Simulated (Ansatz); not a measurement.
**CH₃FOSn: up Jacob's ladder to CCSD(T)**

How much do the methods differ for CH₃FOSn? The plan is to run it at one geometry with functionals of several rungs and with coupled cluster, and see how far each lands from CCSD(T) at the basis-set limit for the atomisation energy.

Method: functionals in def2-TZVPP, the program's frozen cores in correlated methods; program: Ansatz 0.2.0, Gaussian basis.

Plan: LDA (SPW92), PBE-D4, revPBE-D4, BLYP-D4, r2SCAN-D4, B97M-V, PBE0-D4, B3LYP-D4, r2SCANh-D4, r2SCAN0-D4, HSE06-D4, BHLYP-D4, CAM-B3LYP-D4, LC-ωPBE, ωB97X-V, ωB97M-V, B2PLYP, PBE-QIDH; CCSD(T)/def2-SVP; CCSD(T)/def2-TZVPP; MP2/def2-QZVPP; extrapolation to the limit; RPA on PBE.

## (1) The geometry

An earlier PBE0-D4 in a triple-zeta def2 set relaxation fixed the geometry. Sn takes the def2 core potential; no spin-orbit term is included.

7 atoms, charge 0, spin multiplicity 1.

Atoms are counted from 1 here; the program's logs count them from 0.

Bond lengths: F1–C2 1.313 Å, C2–O3 1.186 Å, C2–H5 1.095 Å, Sn4–H6 1.767 Å, Sn4–H7 1.767 Å. Angles: F1–C2–O3 121.6°, F1–C2–H5 111.6°, O3–C2–H5 126.7°, H6–Sn4–H7 92.0°.

As a file:

```
F     1.2934   -1.8504    1.4792
C     0.8966   -0.7246    0.9324
O     0.0278   -0.6972    0.1255
Sn   -0.6800    1.4904   -0.8802
H     1.4609    0.1320    1.3167
H    -2.3324    0.9358   -0.5883
H    -0.6051    0.6460   -2.4309
```

## (2) LDA

This LDA is Slater exchange with PW92 correlation.

Contents of in.yaml:

```yaml
crystal:
  periodic: [false, false, false]
  atoms:
    - {symbol: F, position_ang: [1.293416, -1.850442, 1.479209]}
    - {symbol: C, position_ang: [0.896554, -0.724579, 0.932411]}
    - {symbol: O, position_ang: [0.027789, -0.697223, 0.125462]}
    - {symbol: Sn, position_ang: [-0.680004, 1.490363, -0.880199]}
    - {symbol: H, position_ang: [1.460936, 0.131976, 1.316660]}
    - {symbol: H, position_ang: [-2.332419, 0.935816, -0.588313]}
    - {symbol: H, position_ang: [-0.605072, 0.645989, -2.430931]}
basis:
  gaussian: {orbitals: def2-TZVPP}
hamiltonian: {xc: lda}
output: {orbitals: {seedname: orbitals}}
```

Command:

```sh
$ ansatz run in.yaml --threads 2 --pin off --events-out ev --progress --plain --max-ram 4352MiB
```

After this run come: PBE-D4 (GGA); revPBE-D4 (GGA); BLYP-D4 (GGA); r2SCAN-D4 (meta-GGA); B97M-V (meta-GGA); B3LYP-D4 (hybrid); r2SCANh-D4 (hybrid); r2SCAN0-D4 (hybrid); HSE06-D4 (hybrid); BHLYP-D4 (hybrid); CAM-B3LYP-D4 (range-separated); LC-ωPBE (range-separated); ωB97X-V (range-separated); ωB97M-V (range-separated); B2PLYP (double hybrid); PBE-QIDH (double hybrid); CCSD(T) in def2-SVP; CCSD(T) in def2-TZVPP; MP2 in def2-QZVPP; RPA on PBE orbitals.

Q: Predict the results of all the runs planned. Wanted: atomisation energy, CCSD(T)/CBS; farthest beyond LDA; mean size of error, GGA; mean size of error, meta-GGA; mean size of error, hybrid; mean size of error, range-separated; mean size of error, double hybrid; gap, smallest and largest; T1 diagnostic.

As calculated:

| quantity | value |
| --- | --- |
| atomisation energy, CCSD(T)/CBS | 2268.9 kJ/mol |
| functionals within 22.7 kJ/mol (1.0 %) | revPBE-D4, r2SCAN-D4, B97M-V, PBE0-D4, B3LYP-D4, HSE06-D4, CAM-B3LYP-D4, ωB97X-V, ωB97M-V |
| farthest beyond LDA | BHLYP-D4 (-125.1 kJ/mol) |
| mean size of error, GGA | 35.3 kJ/mol |
| mean size of error, meta-GGA | 11.0 kJ/mol |
| mean size of error, hybrid | 46.0 kJ/mol |
| mean size of error, range-separated | 10.2 kJ/mol |
| mean size of error, double hybrid | 42.9 kJ/mol |
| gap, smallest and largest | 1.79 eV (LDA (SPW92)), 8.92 eV (LC-ωPBE) |
| T1 diagnostic | 0.0159 |
| triples share of the correlation energy | 3.3 % |

In words: LDA overbinds by 426.1 kJ/mol (19 %). PBE-D4 is off by +73.2 kJ/mol. Double hybrids carry the basis error of their MP2 part in triple zeta, and no dispersion term here, so their miss is partly the set-up's. The rungs range-separated, meta-GGA miss on average by less than the doubt on the reference (22.7 kJ/mol), so they tie. The reference freezes the cores and leaves out spin-orbit coupling and excitations past (T), and its outer-core shells are covered unevenly, so misses under about 22.7 kJ/mol can't be ranked. All levels share the lack of spin-orbit coupling, which lowers the free heavy atoms and so the true binding. Hartree-Fock recovers 66 % of the binding; the rest is correlation. CCSD(T) in def2-SVP is off by -137.8 kJ/mol, so the small basis spoils what the method gains. The gap grows from 1.8 to 8.9 eV across the functionals, mostly with the share of exact exchange. Correlated methods include outer-core shells of Sn, which these sets cover unevenly.
